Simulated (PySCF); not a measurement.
# BH₉NPSi₂: electronic excitations at several levels of theory

Aim: compute the electronic excitations of BH₉NPSi₂ (`BN([SiH3])[SiH2]P`) at several levels, and see how far they spread and what each costs.

Programs: PySCF 2.14.0, with density-fitted response routines of our own. Each step states its level of theory. These are calculated values for one molecule in the gas phase, unless marked as measured. Atoms are numbered from 0 throughout.

### Step 1. Starting geometry

14 atoms, charge 0, multiplicity 1; geometry from: GFN2-xTB. The atoms were then displaced at random by about 0.01 Å, so the start is not that level's minimum.

Bonds of the start (Å): B0–N1 1.40, N1–Si2 1.77, N1–Si3 1.79, Si3–P4 2.21, B0–H5 1.20, B0–H6 1.15, Si2–H7 1.49, Si2–H8 1.44, Si2–H9 1.49, Si3–H10 1.47, Si3–H11 1.46, P4–H12 1.38, P4–H13 1.36.

### Step 2. Relaxing the molecule at PBE0-D3(BJ)/def2-SVP

Job settings and geometry (Å):

```
{"job": {"xc": "PBE0", "basis": "def2-SVP", "d3": "d3bj", "grid": 1, "shake": 0.01, "kind": "geom"}, "charge": 0, "multiplicity": 1}
B     -1.710010    -1.313050     0.092040
N     -0.736640    -0.320040     0.271100
Si    -1.132060     1.367270     0.625250
Si     0.975140    -0.835580     0.171090
P      2.263720     0.856920     0.761220
H     -2.862240    -0.978720     0.146490
H     -1.404170    -2.396320    -0.128770
H     -0.304940     2.201870    -0.288960
H     -2.539120     1.561550     0.408790
H     -0.762950     1.619260     2.042770
H      1.161450    -1.926310     1.145380
H      1.201190    -1.310870    -1.187310
H      2.439480     1.350840    -0.520660
H      3.403990     0.108100     0.733830
```

Launch:

```console
> OMP_NUM_THREADS=1 python probes_run.py task.json out
```

The driver reads the jobs from task.json and runs them one after another.

Standard output:

```text
step   0  E = -1004.57887011  max force = 0.033189
step   1  E = -1004.58729337  max force = 0.006608
step   2  E = -1004.58771046  max force = 0.001156
step   3  E = -1004.58773844  max force = 0.000561
step   4  E = -1004.58775601  max force = 0.000722
step   5  E = -1004.58777447  max force = 0.000776
step   6  E = -1004.58780715  max force = 0.000517
step   7  E = -1004.58783395  max force = 0.000597
step   8  E = -1004.58786761  max force = 0.000523
step   9  E = -1004.58789737  max force = 0.000430
step  10  E = -1004.58792398  max force = 0.000430
step  11  E = -1004.58794686  max force = 0.000585
step  12  E = -1004.58796740  max force = 0.000800
step  13  E = -1004.58798526  max force = 0.000675
step  14  E = -1004.58800156  max force = 0.000350
step  15  E = -1004.58801690  max force = 0.000408
step  16  E = -1004.58803216  max force = 0.000331
step  17  E = -1004.58805445  max force = 0.000311
step  18  E = -1004.58805610  max force = 0.000237
optimisation converged
```

It took 2.2 min on 1 thread of Arm Neoverse V1, shared host; peak memory 0.5 GiB.

Step by step:

| step | energy from step 0 (eV) | largest force component (eV/Å) |
| --- | --- | --- |
| 0 | 0.0000 | 1.7066 |
| 1 | -0.2292 | 0.3398 |
| 2 | -0.2406 | 0.0594 |
| 3 | -0.2413 | 0.0288 |
| 4 | -0.2418 | 0.0371 |
| 5 | -0.2423 | 0.0399 |
| 6 | -0.2432 | 0.0266 |
| 7 | -0.2439 | 0.0307 |
| 8 | -0.2448 | 0.0269 |
| 9 | -0.2456 | 0.0221 |
| 10 | -0.2464 | 0.0221 |
| 11 | -0.2470 | 0.0301 |
| 12 | -0.2475 | 0.0411 |
| 13 | -0.2480 | 0.0347 |
| 14 | -0.2485 | 0.0180 |
| 15 | -0.2489 | 0.0210 |
| 16 | -0.2493 | 0.0170 |
| 17 | -0.2499 | 0.0160 |
| 18 | -0.2500 | 0.0122 |

Distances of close pairs at the start and the end, largest changes first:

```csv
bond,before (Å),after (Å),change (Å)
B0–H6,1.147,1.214,+0.067
P4–H13,1.364,1.429,+0.065
Si3–P4,2.208,2.268,+0.060
Si2–H8,1.437,1.488,+0.051
P4–H12,1.385,1.428,+0.044
Si3–H11,1.457,1.490,+0.033
Si3–H10,1.474,1.494,+0.020
N1–Si3,1.791,1.776,-0.014
```

The final coordinates are the input of the step that follows.

```csv
at the end point,value
point group (found at 0.08 Å tolerance),C1
"rotational constants (GHz, main isotopes)","3.351, 1.621, 1.151"
dipole moment (D),0.95
```

### Step 3. Ultraviolet spectrum: PBE0/def2-SVP

Job settings and geometry (Å):

```
{"job": {"kind": "uv", "xc": "PBE0", "basis": "def2-SVP"}, "charge": 0, "multiplicity": 1}
B     -1.796971    -1.089931    -0.233986
N     -0.834673    -0.170568     0.242675
Si    -1.310526     1.441795     0.808764
Si     0.851283    -0.724309     0.317499
P      2.198455     1.097436     0.412071
H     -2.968826    -0.787217    -0.271626
H     -1.439168    -2.188684    -0.604837
H     -0.653930     2.487131    -0.032560
H     -2.790281     1.554611     0.701509
H     -0.875560     1.635273     2.223609
H      1.093313    -1.488110     1.578958
H      1.124911    -1.604424    -0.852861
H      2.201204     1.300310    -1.001943
H      3.372902     0.282669     0.401621
```

Level: TDDFT PBE0/def2-SVP, vertical, gas phase, core orbitals frozen in the response.

Standard output:

```text
coarse grid: 12600 points
cycle   1  E = -1004.4268514950  dE = -3.026e-02  |g| = 3.543e-01  |ddm| = 3.424e+00
cycle   2  E = -1004.4000694644  dE =  2.678e-02  |g| = 4.963e-01  |ddm| = 7.519e-01
cycle   3  E = -1004.4564391640  dE = -5.637e-02  |g| = 7.271e-02  |ddm| = 4.436e-01
cycle   4  E = -1004.4577212298  dE = -1.282e-03  |g| = 2.102e-02  |ddm| = 9.697e-02
cycle   5  E = -1004.4578644117  dE = -1.432e-04  |g| = 3.127e-03  |ddm| = 3.142e-02
cycle   6  E = -1004.4578680181  dE = -3.606e-06  |g| = 7.410e-04  |ddm| = 5.822e-03
final grid: 106328 points
cycle   7  E = -1004.5745880390  dE = -1.112e-05  |g| = 5.071e-03  |ddm| = 2.269e-02
cycle   8  E = -1004.5745790613  dE =  8.978e-06  |g| = 8.111e-03  |ddm| = 1.220e-02
cycle   9  E = -1004.5745944353  dE = -1.537e-05  |g| = 6.969e-04  |ddm| = 6.929e-03
cycle  10  E = -1004.5745945783  dE = -1.430e-07  |g| = 8.831e-05  |ddm| = 1.050e-03
cycle  11  E = -1004.5745945808  dE = -2.564e-09  |g| = 2.163e-05  |ddm| = 1.513e-04
cycle  12  E = -1004.5745945810  dE = -1.655e-10  |g| = 5.056e-06  |ddm| = 4.025e-05
converged SCF energy = -1004.5745945810

Static polarisability (au): isotropic 90.693, principal 72.555 90.207 109.317

Singlet excitations
state   eV       nm        f      main configurations
  1   6.2171    199.4   0.00482   H->L 0.74, H-2->L 0.17
  2   6.4700    191.6   0.00306   H-2->L 0.71, H->L+1 0.15
  3   6.6401    186.7   0.05852   H->L+1 0.67, H->L 0.17
  4   6.9192    179.2   0.11300   H-1->L 0.96
  5   7.1028    174.6   0.00076   H-1->L+1 0.92
  6   7.1882    172.5   0.01007   H->L+2 0.83
  7   7.3313    169.1   0.01632   H->L+3 0.82, H->L+4 0.12
  8   7.6577    161.9   0.02477   H-2->L+1 0.88
  9   7.7340    160.3   0.14663   H->L+4 0.64, H->L+3 0.10
 10   7.8607    157.7   0.00271   H-1->L+2 0.45, H-1->L+3 0.35

Triplet excitations (Tamm-Dancoff, eV): 5.6239 5.6415 5.7412 5.8791
```

It took 15 s on 1 thread of Arm Neoverse V1, shared host; peak memory 0.65 GiB.

Frontier orbitals and where they lie:

| orbital | eV | atoms |
| --- | --- | --- |
| HOMO−3 | -9.46 | P4 28 %, Si3 19 %, Si2 10 % |
| HOMO−2 | -8.66 | B0 31 %, H5 20 %, H6 19 % |
| HOMO−1 | -8.35 | N1 39 %, B0 12 %, H10 10 % |
| HOMO | -7.67 | P4 76 %, Si3 12 %, H11 4 % |
| LUMO | -0.44 | B0 71 %, N1 10 %, Si3 8 % |
| LUMO+1 | 0.08 | Si2 26 %, Si3 22 %, P4 21 % |
| LUMO+2 | 0.72 | P4 34 %, Si3 16 %, H12 15 % |

With each of the 10 states as a Gaussian band of 0.4 eV half-width at 1/e, the curve within the window shown has maxima at 180 nm (ε 6,800), 161 nm (ε 7,400) L/(mol cm). Beyond the last state computed it falls off for lack of states. The curve at chosen wavelengths:

```json
{"nm": "152", "ε (L/mol/cm)": "2182"}
{"nm": "155", "ε (L/mol/cm)": "4404"}
{"nm": "157", "ε (L/mol/cm)": "5909"}
{"nm": "160", "ε (L/mol/cm)": "7311"}
{"nm": "163", "ε (L/mol/cm)": "7240"}
{"nm": "166", "ε (L/mol/cm)": "6271"}
{"nm": "168", "ε (L/mol/cm)": "5661"}
{"nm": "171", "ε (L/mol/cm)": "5339"}
{"nm": "174", "ε (L/mol/cm)": "5741"}
{"nm": "176", "ε (L/mol/cm)": "6188"}
{"nm": "179", "ε (L/mol/cm)": "6694"}
{"nm": "182", "ε (L/mol/cm)": "6668"}
{"nm": "185", "ε (L/mol/cm)": "6045"}
{"nm": "187", "ε (L/mol/cm)": "5382"}
{"nm": "190", "ε (L/mol/cm)": "4219"}
{"nm": "193", "ε (L/mol/cm)": "3072"}
{"nm": "196", "ε (L/mol/cm)": "2100"}
{"nm": "198", "ε (L/mol/cm)": "1583"}
{"nm": "201", "ε (L/mol/cm)": "999"}
{"nm": "204", "ε (L/mol/cm)": "611"}
{"nm": "206", "ε (L/mol/cm)": "434"}
{"nm": "209", "ε (L/mol/cm)": "255"}
{"nm": "212", "ε (L/mol/cm)": "147"}
{"nm": "215", "ε (L/mol/cm)": "83"}
{"nm": "217", "ε (L/mol/cm)": "56"}
{"nm": "220", "ε (L/mol/cm)": "30"}
```

Further results of this job:

```csv
property,computed
dipole moment (D),0.95
polarisability (Å³),13.44
HOMO–LUMO gap (eV),7.23
−ε(HOMO) (eV),7.67
```

### Step 4. Excited states and response: PBE0/def2-TZVP

Same as in step 3 but for these lines:

```diff
@@ -1,2 +1,2 @@
-{"job": {"kind": "uv", "xc": "PBE0", "basis": "def2-SVP"}, "charge": 0, "multiplicity": 1}
+{"job": {"kind": "uv", "xc": "PBE0", "basis": "def2-TZVP"}, "charge": 0, "multiplicity": 1}
 B     -1.796971    -1.089931    -0.233986
```

With the program's defaults for keys left out, this is: TDDFT PBE0/def2-TZVP, vertical, gas phase, core orbitals frozen in the response.

Standard output:

```text
coarse grid: 12600 points
cycle   1  E = -1004.9607466969  dE = -2.101e-02  |g| = 4.004e-01  |ddm| = 2.647e+00
cycle   2  E = -1004.9254694232  dE =  3.528e-02  |g| = 5.617e-01  |ddm| = 5.683e-01
cycle   3  E = -1004.9930401815  dE = -6.757e-02  |g| = 8.767e-02  |ddm| = 3.609e-01
cycle   4  E = -1004.9946425114  dE = -1.602e-03  |g| = 2.687e-02  |ddm| = 7.339e-02
cycle   5  E = -1004.9948320277  dE = -1.895e-04  |g| = 5.142e-03  |ddm| = 2.445e-02
cycle   6  E = -1004.9948392061  dE = -7.178e-06  |g| = 1.480e-03  |ddm| = 6.015e-03
final grid: 106328 points
cycle   7  E = -1004.9904147549  dE = -2.685e-05  |g| = 6.331e-03  |ddm| = 3.634e-02
cycle   8  E = -1004.9904068206  dE =  7.934e-06  |g| = 8.615e-03  |ddm| = 9.739e-03
cycle   9  E = -1004.9904226550  dE = -1.583e-05  |g| = 1.359e-03  |ddm| = 5.689e-03
cycle  10  E = -1004.9904230551  dE = -4.002e-07  |g| = 2.204e-04  |ddm| = 9.988e-04
cycle  11  E = -1004.9904230696  dE = -1.447e-08  |g| = 4.750e-05  |ddm| = 2.440e-04
cycle  12  E = -1004.9904230702  dE = -6.464e-10  |g| = 1.073e-05  |ddm| = 4.995e-05
converged SCF energy = -1004.9904230702

Static polarisability (au): isotropic 100.019, principal 80.032 100.507 119.517

Singlet excitations
state   eV       nm        f      main configurations
  1   5.9684    207.7   0.00150   H->L 0.78, H->L+1 0.10
  2   6.2897    197.1   0.01280   H-2->L 0.60, H->L+1 0.29
  3   6.4202    193.1   0.03862   H->L+1 0.46, H-2->L 0.28, H->L 0.19
  4   6.6863    185.4   0.08558   H-1->L 0.95
  5   6.7694    183.2   0.01502   H->L+2 0.82
  6   6.8544    180.9   0.01859   H->L+3 0.48, H-1->L+1 0.36
  7   6.8624    180.7   0.00704   H-1->L+1 0.56, H->L+3 0.34
  8   7.2285    171.5   0.18015   H->L+4 0.73
  9   7.3946    167.7   0.02189   H-2->L+1 0.93
 10   7.5076    165.1   0.01803   H-1->L+2 0.59, H-1->L+3 0.29

Triplet excitations (Tamm-Dancoff, eV): 5.3798 5.4750 5.5854 5.6714
```

Run time: 37 s. Hardware: 1 thread of Arm Neoverse V1, shared host; peak memory 0.88 GiB.

Key values: HOMO -7.70 eV, LUMO -0.67 eV; lowest singlet 5.97 eV.

### Step 5. Excited states and response: PBE0/aug-cc-pVDZ

Same as in step 4 but for these lines:

```diff
@@ -1,2 +1,2 @@
-{"job": {"kind": "uv", "xc": "PBE0", "basis": "def2-TZVP"}, "charge": 0, "multiplicity": 1}
+{"job": {"kind": "uv", "xc": "PBE0", "basis": "aug-cc-pVDZ"}, "charge": 0, "multiplicity": 1}
 B     -1.796971    -1.089931    -0.233986
```

Method: TDDFT PBE0/aug-cc-pVDZ, vertical, gas phase, core orbitals frozen in the response.

Standard output:

```text
coarse grid: 12600 points
cycle   1  E = -1004.8738919769  dE =  4.575e-02  |g| = 3.630e-01  |ddm| = 8.888e+00
cycle   2  E = -1004.8407581987  dE =  3.313e-02  |g| = 5.272e-01  |ddm| = 1.981e+00
cycle   3  E = -1004.9044787137  dE = -6.372e-02  |g| = 7.374e-02  |ddm| = 9.748e-01
cycle   4  E = -1004.9057987248  dE = -1.320e-03  |g| = 2.268e-02  |ddm| = 2.295e-01
cycle   5  E = -1004.9059653306  dE = -1.666e-04  |g| = 3.686e-03  |ddm| = 6.948e-02
cycle   6  E = -1004.9059703835  dE = -5.053e-06  |g| = 8.891e-04  |ddm| = 1.228e-02
final grid: 106328 points
cycle   7  E = -1004.9273295427  dE = -1.319e-05  |g| = 5.336e-03  |ddm| = 1.435e-01
cycle   8  E = -1004.9273194824  dE =  1.006e-05  |g| = 8.564e-03  |ddm| = 2.736e-02
cycle   9  E = -1004.9273367922  dE = -1.731e-05  |g| = 8.111e-04  |ddm| = 1.547e-02
cycle  10  E = -1004.9273369840  dE = -1.917e-07  |g| = 1.298e-04  |ddm| = 2.298e-03
cycle  11  E = -1004.9273369895  dE = -5.494e-09  |g| = 2.994e-05  |ddm| = 4.083e-04
cycle  12  E = -1004.9273369898  dE = -3.126e-10  |g| = 7.768e-06  |ddm| = 1.217e-04
converged SCF energy = -1004.9273369898

Static polarisability (au): isotropic 105.965, principal 85.399 107.231 125.263

Singlet excitations
state   eV       nm        f      main configurations
  1   5.9561    208.2   0.00095   H->L 0.84
  2   6.2833    197.3   0.00781   H-2->L 0.65, H->L+1 0.12, H->L+2 0.12
  3   6.2868    197.2   0.01540   H->L+1 0.78, H-2->L 0.11
  4   6.4360    192.6   0.07690   H->L+2 0.70, H->L 0.10, H-2->L 0.09
  5   6.5808    188.4   0.08141   H-1->L 0.96
  6   6.6506    186.4   0.01380   H->L+3 0.76
  7   6.7849    182.7   0.00559   H-1->L+1 0.52, H-1->L+2 0.40
  8   6.8640    180.6   0.13960   H->L+4 0.50, H->L+5 0.17, H->L+3 0.15
  9   7.0957    174.7   0.03099   H-1->L+2 0.48, H-1->L+1 0.39
 10   7.1502    173.4   0.00493   H->L+5 0.48, H->L+4 0.25

Triplet excitations (Tamm-Dancoff, eV): 5.4632 5.4816 5.5580 5.6575
```

Wall time 33 s (1 thread of Arm Neoverse V1, shared host); peak memory 0.87 GiB.

This run: HOMO -7.69 eV, LUMO -0.75 eV; lowest singlet 5.96 eV.

### Step 6. TDDFT and polarisability: PBE0/def2-TZVPD

Same as in step 5 but for these lines:

```diff
@@ -1,2 +1,2 @@
-{"job": {"kind": "uv", "xc": "PBE0", "basis": "aug-cc-pVDZ"}, "charge": 0, "multiplicity": 1}
+{"job": {"kind": "uv", "xc": "PBE0", "basis": "def2-TZVPD"}, "charge": 0, "multiplicity": 1}
 B     -1.796971    -1.089931    -0.233986
```

With the program's defaults for keys left out, this is: TDDFT PBE0/def2-TZVPD, vertical, gas phase, core orbitals frozen in the response.

Standard output:

```text
coarse grid: 12600 points
cycle   1  E = -1004.9616259758  dE = -2.128e-02  |g| = 4.008e-01  |ddm| = 3.323e+00
cycle   2  E = -1004.9261280517  dE =  3.550e-02  |g| = 5.625e-01  |ddm| = 6.431e-01
cycle   3  E = -1004.9938888887  dE = -6.776e-02  |g| = 8.830e-02  |ddm| = 3.897e-01
cycle   4  E = -1004.9955125279  dE = -1.624e-03  |g| = 2.698e-02  |ddm| = 9.159e-02
cycle   5  E = -1004.9957034550  dE = -1.909e-04  |g| = 5.229e-03  |ddm| = 3.107e-02
cycle   6  E = -1004.9957108686  dE = -7.414e-06  |g| = 1.499e-03  |ddm| = 7.684e-03
final grid: 106328 points
cycle   7  E = -1004.9912917292  dE = -2.918e-05  |g| = 6.355e-03  |ddm| = 1.180e-01
cycle   8  E = -1004.9912838096  dE =  7.920e-06  |g| = 8.630e-03  |ddm| = 1.305e-02
cycle   9  E = -1004.9912997230  dE = -1.591e-05  |g| = 1.365e-03  |ddm| = 6.599e-03
cycle  10  E = -1004.9913001264  dE = -4.033e-07  |g| = 2.276e-04  |ddm| = 1.187e-03
cycle  11  E = -1004.9913001418  dE = -1.542e-08  |g| = 4.997e-05  |ddm| = 2.965e-04
cycle  12  E = -1004.9913001425  dE = -7.233e-10  |g| = 1.113e-05  |ddm| = 7.972e-05
converged SCF energy = -1004.9913001425

Static polarisability (au): isotropic 105.157, principal 84.781 106.429 124.261

Singlet excitations
state   eV       nm        f      main configurations
  1   5.9134    209.7   0.00057   H->L 0.79
  2   6.2457    198.5   0.01768   H-2->L 0.48, H->L+1 0.38
  3   6.3392    195.6   0.01972   H->L+1 0.42, H-2->L 0.35, H->L 0.10
  4   6.4722    191.6   0.04321   H->L+2 0.83
  5   6.6211    187.3   0.08200   H-1->L 0.95
  6   6.6525    186.4   0.01382   H->L+3 0.84
  7   6.7772    182.9   0.00025   H-1->L+1 0.92
  8   6.9522    178.3   0.17421   H->L+4 0.75
  9   7.2483    171.1   0.01387   H->L+5 0.55, H-1->L+2 0.24
 10   7.2816    170.3   0.02279   H-1->L+2 0.65, H->L+5 0.22

Triplet excitations (Tamm-Dancoff, eV): 5.3493 5.4178 5.5605 5.6328
```

It took 54 s on 1 thread of Arm Neoverse V1, shared host; peak memory 1.1 GiB.

In short: HOMO -7.70 eV, LUMO -0.74 eV; lowest singlet 5.91 eV.

### Step 7. Ultraviolet spectrum: PBE0/6-31+G*

Same as in step 6 but for these lines:

```diff
@@ -1,2 +1,2 @@
-{"job": {"kind": "uv", "xc": "PBE0", "basis": "def2-TZVPD"}, "charge": 0, "multiplicity": 1}
+{"job": {"kind": "uv", "xc": "PBE0", "basis": "6-31+G*"}, "charge": 0, "multiplicity": 1}
 B     -1.796971    -1.089931    -0.233986
```

With the program's defaults for keys left out, this is: TDDFT PBE0/6-31+G*, vertical, gas phase, core orbitals frozen in the response.

Standard output:

```text
coarse grid: 12600 points
cycle   1  E = -1004.8962911544  dE =  1.183e-02  |g| = 3.602e-01  |ddm| = 3.507e+00
cycle   2  E = -1004.8648843334  dE =  3.141e-02  |g| = 5.203e-01  |ddm| = 9.294e-01
cycle   3  E = -1004.9278076741  dE = -6.292e-02  |g| = 6.928e-02  |ddm| = 5.558e-01
cycle   4  E = -1004.9290046925  dE = -1.197e-03  |g| = 2.012e-02  |ddm| = 1.269e-01
cycle   5  E = -1004.9291382959  dE = -1.336e-04  |g| = 3.003e-03  |ddm| = 4.405e-02
cycle   6  E = -1004.9291417121  dE = -3.416e-06  |g| = 6.420e-04  |ddm| = 8.960e-03
final grid: 106328 points
cycle   7  E = -1004.8673640713  dE = -9.426e-06  |g| = 5.578e-03  |ddm| = 3.389e-02
cycle   8  E = -1004.8673539871  dE =  1.008e-05  |g| = 8.743e-03  |ddm| = 1.655e-02
cycle   9  E = -1004.8673720902  dE = -1.810e-05  |g| = 8.367e-04  |ddm| = 9.531e-03
cycle  10  E = -1004.8673723019  dE = -2.117e-07  |g| = 1.006e-04  |ddm| = 1.385e-03
cycle  11  E = -1004.8673723050  dE = -3.059e-09  |g| = 2.141e-05  |ddm| = 2.986e-04
cycle  12  E = -1004.8673723051  dE = -1.426e-10  |g| = 5.778e-06  |ddm| = 6.408e-05
converged SCF energy = -1004.8673723051

Static polarisability (au): isotropic 95.229, principal 76.334 94.909 114.445

Singlet excitations
state   eV       nm        f      main configurations
  1   6.1074    203.0   0.00046   H->L 0.83, H-2->L 0.08
  2   6.3589    195.0   0.02362   H->L+1 0.78, H->L+2 0.12
  3   6.4266    192.9   0.01001   H-2->L 0.71, H->L+2 0.17
  4   6.5337    189.8   0.07990   H->L+2 0.64, H-2->L 0.13, H->L 0.10
  5   6.7615    183.4   0.11294   H-1->L 0.95
  6   6.7905    182.6   0.02915   H->L+3 0.57, H->L+4 0.33
  7   6.8340    181.4   0.01414   H-1->L+1 0.86
  8   6.9590    178.2   0.16255   H->L+4 0.44, H->L+3 0.33
  9   7.2644    170.7   0.03142   H-1->L+2 0.86
 10   7.3816    168.0   0.00933   H->L+5 0.46, H-2->L+1 0.35

Triplet excitations (Tamm-Dancoff, eV): 5.4801 5.5777 5.6565 5.8219
```

It took 15 s on 1 thread of Arm Neoverse V1, shared host; peak memory 0.67 GiB.

Key values: HOMO -7.70 eV, LUMO -0.64 eV; lowest singlet 6.11 eV.

### Step 8. Run by run: electronic excitations

Excitations and ground-state properties, with basis size and wall time:

```
             run  lowest singlet (eV)  brightest (eV)      f  gap (eV)  α (Å³)  μ (D)  functions  time
   PBE0/def2-SVP                 6.22            7.73  0.147      7.23   13.44   0.95        127  15 s
  PBE0/def2-TZVP                 5.97            7.23  0.180      7.02   14.82   0.82        227  37 s
PBE0/aug-cc-pVDZ                 5.96            6.86  0.140      6.94   15.70   0.81        208  33 s
 PBE0/def2-TZVPD                 5.91            6.95  0.174      6.96   15.58   0.79        284  54 s
    PBE0/6-31+G*                 6.11            6.96  0.163      7.06   14.11   0.88        120  15 s
```

### Step 9. Results

| quantity | value |
| --- | --- |
| point group | C1 |
| rotational constants (main isotopes) | 3.35, 1.62, 1.15 GHz |
| lowest singlet (PBE0/def2-SVP) | 6.22 eV (199 nm), f = 0.005 |
| brightest single state of those computed | state 9, 7.73 eV, f = 0.147 |
| lowest triplet | 5.62 eV |
| range of the lowest singlet | 5.91 to 6.22 eV |

In words: Single values in the summary come from the first run of each kind that ended normally (PBE0/def2-SVP), which need not be the best level. The optimisation took 18 steps and gained 0.250 eV; among the close pairs (by a distance rule), B0–H6 changed most, from 1.147 to 1.214 Å. The first singlet state (HOMO→LUMO 0.74, HOMO−2→LUMO 0.17) lies at 6.22 eV and is weak; of the 10 states computed, the strongest absorption comes from state 9 at 7.73 eV. The lowest triplet lies 0.59 eV below the lowest singlet (triplets in Tamm-Dancoff, singlets in full TDDFT). States above −ε(HOMO) lie where TDDFT describes them poorly and they hang on the basis; the brightest is among them. The basis of PBE0/def2-SVP has no diffuse functions, so Rydberg states are missing and the high states are unreliable. The lowest singlet runs from 5.91 eV (PBE0/def2-TZVPD) to 6.22 eV (PBE0/def2-SVP), while the orbital gap spans 6.94 to 7.23 eV. The lowest state need not be the same one in every run.
